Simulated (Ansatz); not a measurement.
# C3H9NSi: geometry optimisation

The task is a geometry optimisation, for C3H9NSi.

Computed with the Python package of Ansatz 0.2.0. Level of theory: PBE+D4/6-31G*.

## (1) The system

Bond lengths: N1–C2 1.401 Å, C2–C3 1.561 Å, C3–C4 1.656 Å, C2–Si5 1.909 Å, C4–Si5 1.894 Å, N1–H6 1.079 Å, N1–H7 1.017 Å, C2–H8 1.061 Å, C3–H9 1.070 Å, C3–H10 1.076 Å, C4–H11 1.007 Å, C4–H12 1.114 Å, Si5–H13 1.496 Å, Si5–H14 1.521 Å. Angles (14 of 27 angles, heavy atoms first): N1–C2–C3 105.5°, N1–C2–Si5 118.7°, C3–C2–Si5 87.8°, C2–C3–C4 95.6°, C3–C4–Si5 85.6°, C2–Si5–C4 77.7°, N1–C2–H8 116.5°, C3–C2–H8 114.1°, Si5–C2–H8 110.7°, C2–N1–H6 116.0°, C2–N1–H7 116.8°, C2–C3–H9 115.2°, C2–C3–H10 114.7°, C4–C3–H9 108.0°.

The script holds or builds the structure itself.

## (2) Script

opt_c3h9nsi.py reads:

```python
"""Geometry optimisation of C3H9NSi."""

import itertools

import ansatz as az
from ase import Atoms
from ase.data import atomic_numbers, covalent_radii
import numpy as np

BASIS_SET = "6-31G*"
FUNCTIONAL = "PBE"
VDW = "d4"

atoms = Atoms(["N", "C", "C", "C", "Si", "H", "H", "H", "H", "H", "H", "H", "H", "H"], positions=[
    (-1.6271, 0.8771, -0.5372),
    (-0.7776, 0.067, 0.228),
    (0.052, -0.7587, -0.8042),
    (1.4147, -0.8643, 0.1309),
    (0.8703, 0.799, 0.8539),
    (-2.1807, 1.628, 0.0057),
    (-2.3608, 0.407, -1.0611),
    (-1.2374, -0.5205, 0.9822),
    (0.3071, -0.2389, -1.7039),
    (-0.3532, -1.7287, -1.0337),
    (2.289, -0.914, -0.3664),
    (1.3061, -1.6797, 0.882),
    (1.3347, 1.9947, 0.0831),
    (0.9499, 0.9028, 2.3694),
])
geometry = az.Crystal.molecule_from_ase(atoms)

calc = (
    geometry.calculation()
    .basis(gaussian=BASIS_SET)
    .functional(FUNCTIONAL, dispersion=VDW)
)
symbols = [site.symbol for site in geometry.cartesian_sites]
start = np.array([site.position_ang for site in geometry.cartesian_sites], dtype=float)
def progress(event):
    if event["event"] == "relax_step":
        row = event["data"]
        print(f"step {row['step']:3d}  E = {row['lagrangian_ev']:.6f} eV  largest force component {row['allowed_force_max_ev_ang']:.4f} eV/A")


data = calc.relax(force_tolerance=0.02, max_steps=100).session().plan().execute(on_event=progress).report
end = np.array(data["positions_ang"])

print("reference energy %16.6f eV" % data["reference_energy_ev"])
print("total energy     %16.6f eV" % data["free_energy_ev"])
print("occupied orbitals outside the frozen core (up, down):", data["n_occupied"], " frozen:", data["n_frozen"], " virtual:", data["n_virtual"])

# pairs closer than 1.2 times the sum of covalent radii, before or after
radius = [covalent_radii[atomic_numbers[s]] for s in symbols]
span = lambda where, i, j: np.linalg.norm(where[i] - where[j])
bonded = [(i, j) for i, j in itertools.combinations(range(len(symbols)), 2) if min(span(start, i, j), span(end, i, j)) < 1.2 * (radius[i] + radius[j])]
print("pair        before    after (A)")
for i, j in bonded:
    print(f"{symbols[i]}{i}-{symbols[j]}{j}".ljust(10), f"{span(start, i, j):8.4f} {span(end, i, j):8.4f}")
for first, second in list(itertools.combinations(bonded, 2)):
    shared = set(first) & set(second)
    if shared and symbols[(j := shared.pop())] != "H":
        i, k = sorted((set(first) | set(second)) - {j})
        u, v = end[i] - end[j], end[k] - end[j]
        angle = np.degrees(np.arccos(np.clip(u @ v / np.linalg.norm(u) / np.linalg.norm(v), -1, 1)))
        print(f"final angle {symbols[i]}{i}-{symbols[j]}{j}-{symbols[k]}{k}: {angle:.2f} deg")

charges = data["charge_distribution"]
print("dipole moment", round(4.803205 * float(np.linalg.norm(charges["dipole_moment_e_ang"])), 3), "D")
print("Mulliken:", [(s, round(q, 3)) for s, q in zip(symbols, charges["mulliken_charges_e"])])
```

## (3) The input behind the calls

The engine receives this input:

```yaml
crystal:
  periodic: [false, false, false]
  atoms:
    - { symbol: "N", position_ang: [-1.6271, 0.8771, -0.5372] }
    - { symbol: C, position_ang: [-0.7776, 0.067, 0.228] }
    - { symbol: C, position_ang: [0.052, -0.7587, -0.8042] }
    - { symbol: C, position_ang: [1.4147, -0.8643, 0.1309] }
    - { symbol: Si, position_ang: [0.8703, 0.799, 0.8539] }
    - { symbol: H, position_ang: [-2.1807, 1.628, 0.0057] }
    - { symbol: H, position_ang: [-2.3608, 0.407, -1.0611] }
    - { symbol: H, position_ang: [-1.2374, -0.5205, 0.9822] }
    - { symbol: H, position_ang: [0.3071, -0.2389, -1.7039] }
    - { symbol: H, position_ang: [-0.3532, -1.7287, -1.0337] }
    - { symbol: H, position_ang: [2.289, -0.914, -0.3664] }
    - { symbol: H, position_ang: [1.3061, -1.6797, 0.882] }
    - { symbol: H, position_ang: [1.3347, 1.9947, 0.0831] }
    - { symbol: H, position_ang: [0.9499, 0.9028, 2.3694] }
basis:
  gaussian:
    orbitals: "6-31G*"
hamiltonian:
  xc: pbe
  dispersion: d4
relax:
  f_tol: 0.02
  max_steps: 100
```

## (4) Launch

Command:

```sh
> python opt_c3h9nsi.py
```

Without the output at hand: what should come out? Wanted: total energy; dipole moment; moves of the relaxation; energy gained; last largest force component.

**Answer**, as computed:

```
                    quantity           value
                total energy  -12613.6929 eV
               dipole moment          1.54 D
     moves of the relaxation               7
               energy gained        0.757 eV
last largest force component     0.0192 eV/Å
```

In words: The relaxation took 7 moves; the largest shift is 0.199 Å, of atom 7 (H). Reading the output:
- The end point is the stationary point reached from this start; no frequency run checks that it is a minimum, and the basis set is modest.
- Total less reference energy is the dispersion correction.
